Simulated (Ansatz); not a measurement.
**SnH3Cl + HBr: a complex and its separated parts**

Aim: how far the complex at one end of a reaction step lies below its separated, relaxed parts, level by level.

Program: Ansatz 0.2.0, Gaussian basis. Level of theory: PBE0-D4/def2-TZVP structures, single points in def2-TZVPP, no counterpoise correction. These are calculated values, not measurements.

Levels: SPW92, PBE-D4, BLYP-D4, r2SCAN-D4, B97M-V, PBE0-D4, B3LYP-D4, r2SCAN0-D4, BHLYP-D4, CAM-B3LYP-D4, wB97X-V, wB97M-V, B2PLYP, PBE-QIDH, RPA on PBE, Hartree-Fock, MP2, CCSD, CCSD(T).

Correlated methods freeze the cores. Filled d shells of the heavier atoms are correlated. Core potentials replace the inner electrons past krypton, and spin-orbit coupling is left out. B3LYP uses VWN-RPA correlation. B2PLYP carries no dispersion term here.

**1. Where the work starts**

The complex: 7 atoms, charge 0, spin multiplicity 1.

Atoms are counted from 1 here; the program's logs count them from 0.

Bond lengths: Sn1–Cl2 2.355 Å, Sn1–H3 1.696 Å, Sn1–H4 1.696 Å, Sn1–H5 1.699 Å, H6–Br7 1.434 Å. Angles: Cl2–Sn1–H3 105.3°, Cl2–Sn1–H4 105.3°, Cl2–Sn1–H5 104.4°, H3–Sn1–H4 114.0°, H3–Sn1–H5 113.3°, H4–Sn1–H5 113.3°.

As a file:

```mol
BrClH4Sn
  3D, bonds by distance, orders not assigned

  7  5  0  0  0  0  0  0  0  0999 V2000
   -1.0774   -0.0096   -0.3480 Sn  0  0
    0.4001   -1.7903    0.0885 Cl  0  0
   -0.3399    0.8938   -1.5797 H   0  0
   -1.2252    0.8218    1.1231 H   0  0
   -2.5174   -0.7657   -0.8397 H   0  0
    2.0770   -0.2149    0.6651 H   0  0
    2.6829    1.0651    0.8907 Br  0  0
  1  2  8  0
  1  3  8  0
  1  4  8  0
  1  5  8  0
  6  7  8  0
M  END
```

Its parts: SnH3Cl holds atoms 1, 2, 3, 4, 5; HBr holds atoms 6, 7. Each part counts its atoms afresh in its own runs.

**2. Relaxing SnH3Cl alone**

Input file relax-a/in.yaml:

```yaml
crystal:
  periodic: [false, false, false]
  atoms:
    - {symbol: Sn, position_ang: [-1.077424, -0.009596, -0.347976]}
    - {symbol: Cl, position_ang: [0.400115, -1.790303, 0.088483]}
    - {symbol: H, position_ang: [-0.339944, 0.893751, -1.579701]}
    - {symbol: H, position_ang: [-1.225214, 0.821837, 1.123092]}
    - {symbol: H, position_ang: [-2.517383, -0.765674, -0.839658]}
basis:
  gaussian: {orbitals: def2-TZVP}
hamiltonian: {xc: pbe0, dispersion: d4}
relax: {f_tol: 0.005, max_steps: 200}
```

The command line of these runs was not kept.

The runs that follow: Relaxing HBr alone; wB97M-V/def2-TZVPP; CCSD(T)/def2-TZVPP; Vibrations of SnH3Cl; Vibrations of HBr.

Q: Predict the outcome of this session. Wanted: complex less parts, CCSD(T)/def2-TZVPP; with zero-point energy; largest T1 diagnostic.

**Answer**, as computed:

| quantity | value |
| --- | --- |
| complex less parts, CCSD(T)/def2-TZVPP | -13.1 kJ/mol |
| with zero-point energy | -9.4 kJ/mol |
| largest T1 diagnostic | 0.012 |

In words: At CCSD(T) the complex lies 13.1 kJ/mol below its parts. Among the functionals PBE-QIDH lands nearest to CCSD(T) (+0.1 kJ/mol) and SPW92 farthest (-14.8 kJ/mol). Mean unsigned error by rung: LDA 14.8, GGA 5.8, meta-GGA 2.3, hybrid 3.4, range-separated hybrid 1.9, double hybrid 1.5 kJ/mol. PBE-D4 gives a relative energy 6.5 kJ/mol too low, outside chemical accuracy (1 kcal/mol, 4.2 kJ/mol). No counterpoise was applied, and triple zeta lacks some correlation, so the CCSD(T) reference has a basis error of its own, and close matches with it are partly luck.
